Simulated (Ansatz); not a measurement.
Working through harmonic frequencies at the relaxed geometry of C₃H₅AlO, SMILES CC#C[O][AlH2]

With Ansatz 0.2.0 through its Python package.

At the Python prompt:
```pycon
>>> import warnings
>>> import ansatz
>>> import numpy as np
>>> BASIS_SET = '6-31G*'
>>> FUNCTIONAL = 'B3LYP'
>>> GEOMETRY = '''
... C    -1.46420   -1.82000    0.41860
... C    -0.37620   -0.96390   -0.01540
... C     0.53410   -0.28770   -0.37530
... O     1.70520    0.48150   -0.75830
... Al    1.66460    2.28340   -0.40630
... H    -1.59160   -1.74100    1.51200
... H    -2.41670   -1.36360   -0.03290
... H    -1.32950   -2.80310    0.05700
... H     0.44660    2.98550    0.42990
... H     2.91080    3.17780   -0.82640
... '''
>>> warnings.simplefilter('ignore', ansatz.DeckWarning)
>>> molecule = ansatz.Crystal.molecule()
>>> for line in GEOMETRY.strip().splitlines():
...     symbol, *xyz = line.split()
...     molecule = molecule.atom(symbol, [float(v) for v in xyz])
...
>>> base = molecule.calculation()
>>> base = base.basis(gaussian=BASIS_SET)
>>> base = base.functional(FUNCTIONAL)
>>> symbols = [site.symbol for site in molecule.cartesian_sites]
>>> start = np.array([site.position_ang for site in molecule.cartesian_sites], dtype=float)
>>> rep = base.relax(force_tolerance=0.003, max_steps=100).run().report
>>> end = np.array(rep['positions_ang'])
>>> print('final positions (A) and the move of each atom')
final positions (A) and the move of each atom
>>> for symbol, xyz, old in zip(symbols, end, start):
...     print(f'{symbol:2s} {xyz[0]:10.5f} {xyz[1]:10.5f} {xyz[2]:10.5f}   {np.linalg.norm(xyz - old):7.4f}')
...
C    -1.46700   -1.84501    0.38149    0.0448
C    -0.40049   -0.90911    0.02812    0.0741
C     0.47502   -0.12688   -0.25873    0.2072
O     1.45614    0.66504   -0.59667    0.3491
Al    1.68704    2.37321   -0.37766    0.0969
H    -1.56677   -1.95170    1.46930    0.2164
H    -2.43972   -1.51402   -0.00430    0.1548
H    -1.27585   -2.84485   -0.02857    0.1093
H     0.56089    3.20679    0.34967    0.2617
H     3.05383    2.89545   -0.95976    0.3435
>>> minimum = ansatz.Crystal.molecule()
>>> for symbol, place in zip(symbols, end):
...     minimum = minimum.atom(symbol, place.tolist())
...
>>> vibrating = (
...     minimum.calculation()
...     .basis(gaussian=BASIS_SET)
...     .functional(FUNCTIONAL)
...     .phonons(temperatures=(298.15, 498.15, 100))
... )
>>> vib = vibrating.run().report['vibrations']
>>> sums = vib['harmonic_sums']
>>> modes = [m['omega_inv_cm'] for m in sums['modes_at_gamma'] if m['rigid_motion'] == 'no']
>>> print('frequencies (1/cm):', ' '.join(f'{w:.0f}' for w in modes))
frequencies (1/cm): 11 83 140 243 250 436 461 534 602 617 771 879 1074 1074 1337 1454 1513 1513 1974 2003 2413 3030 3085 3087
>>> print('imaginary modes:', sum(w < 0 for w in modes), ' zero-point energy:', round(sums['zero_point_energy_ev'], 4), 'eV')
imaginary modes: 0  zero-point energy: 1.7721 eV
>>> print('T (K)   F_vib (eV)   S_vib (meV/K)   C_vib (meV/K)')
T (K)   F_vib (eV)   S_vib (meV/K)   C_vib (meV/K)
>>> for row in zip(sums['temperatures_k'], sums['vibrational_free_energy_ev'], vib['entropy_ev_per_k'], vib['heat_capacity_ev_per_k']):
...     print(f'{row[0]:6.1f} {row[1]:11.4f} {1000 * row[2]:13.4f} {1000 * row[3]:15.4f}')
...
 298.1      1.6180        0.9362          0.7610
 398.1      1.5120        1.1815          0.9383
 498.1      1.3824        1.4083          1.0881
```

Caveats:
- The frequencies are harmonic and unscaled, in a modest basis.
- b3lyp holds the VWN-RPA fit, as in Gaussian; the form of ORCA and Turbomole is b3lyp5.
- Run time: 3.9 min on 1 thread of Arm Neoverse V1 (shared host), peak memory 0.26 GiB.
